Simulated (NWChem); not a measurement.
# B3LYP/def2-SVPD run of AlCl (aluminium monochloride)

What is the electronic atomisation energy of AlCl (aluminium monochloride) at B3LYP/def2-SVPD? 

The results are computed with NWChem 7.3.0.

**1. Starting point**

The species is AlCl (2 atoms), meant as a singlet with charge 0. As SMILES, `[Al][Cl]`. The bond length is the measured one.

Bond lengths: Al1–Cl2 2.130 Å.

**2. A single-point energy at B3LYP/def2-SVPD**

Input file mol.nw:

```
START mol
memory stack 880 mb heap 220 mb global 1100 mb
charge 0

GEOMETRY units angstrom noautosym nocenter noautoz
  Al       0.000000       0.000000       0.000000
  Cl       0.000000       0.000000       2.130113
END

BASIS spherical bse
  * library def2-SVPD
END

DFT
  xc b3lyp
  grid fine
  convergence energy 1e-08
  iterations 100
  mulliken
  noprint "final vectors analysis"
END

TASK dft
```

Started as:

```bash
$ nwchem mol.nw > mol.out
```

Log:

```text
[...]
          Wavefunction type:  closed shell.
          No. of atoms     :     2
          No. of electrons :    30
[...]
          Charge           :     0
          Spin multiplicity:     1
[...]
          AO basis - number of functions:    51
[...]
              XC Information
              --------------
                         B3LYP Method XC Potential
                     Hartree-Fock (Exact) Exchange  0.200
                        Slater Exchange Functional  0.800 local
                    Becke 1988 Exchange Functional  0.720 non-local
              Lee-Yang-Parr Correlation Functional  0.810
                  VWN I RPA Correlation Functional  0.190 local
[...]
 d= 0,ls=0.0,diis     1   -702.4758450088 -7.57D+02  2.08D-02  2.06D-01     0.3
[...]
 d= 0,ls=0.0,diis     8   -702.5043180671 -1.97D-10  7.36D-07  3.55D-10     1.5
         Total DFT energy =     -702.504318067111
      One electron energy =    -1081.697796393674
           Coulomb energy =      371.187293101318
    Exchange-Corr. energy =      -46.896147199811
 Nuclear repulsion energy =       54.902332425056
[...]
      Total Density - Mulliken Population Analysis
     ---------------------------------------------
    Atom       Charge   Shell Charges
 -----------   ------   -------------------------------------------------------
    1 Al  13    12.47   2.00  1.99  1.46  0.27  0.09  5.91  0.44  0.21  0.08  0.02
    2 Cl  17    17.53   2.00  1.98  1.29  0.66  0.09  5.93  2.16  3.15  0.24  0.01  0.02
[...]
```

It took 2.1 s on 1 thread of Intel Xeon 6975P-C (Granite Rapids), shared host; peak memory 0.11 GiB.

**3. The Al atom**

Input file calc.nw:

```
start calc
memory total 2200 mb

geometry units angstrom noautosym nocenter noautoz
  Al    0.000000    0.000000    0.000000
end

basis spherical bse
  * library def2-SVPD
end

dft
  xc b3lyp
  mult 2
  grid fine
  convergence energy 1e-08
  maxiter 100
  mulliken
  noprint "final vectors analysis"
end

task dft energy
```

Run the same way, it converges to -242.30237 Eh (log not shown).

**4. The Cl atom**

Input file input.nw:

```
start input
title "Cl"
memory stack 880 mb heap 220 mb global 1100 mb

geometry units atomic noautosym nocenter noautoz
Cl     0.00000000     0.00000000     0.00000000
end

basis spherical bse
Cl library def2-SVPD
end

dft
xc b3lyp
mult 2
grid fine
convergence energy 1e-08
iterations 100
mulliken
noprint "final vectors analysis"
end

task dft
```

Run the same way, it converges to -460.01590 Eh (log not shown).

**5. Summary of results**

Level: B3LYP/def2-SVPD.

| quantity | value |
| --- | --- |
| molecule: total energy | -702.50432 Eh |
| molecule: dipole moment | 1.59 D |
| Al atom: total energy | -242.30237 Eh |
| Al atom: ⟨S²⟩ | 0.754 |
| Cl atom: total energy | -460.01590 Eh |
| Cl atom: ⟨S²⟩ | 0.752 |
| electronic atomisation energy | 5.062 eV |

**Reading.** Taking the molecule apart into free atoms costs 5.06 eV (117 kcal/mol), before zero-point energy and without spin-orbit coupling.
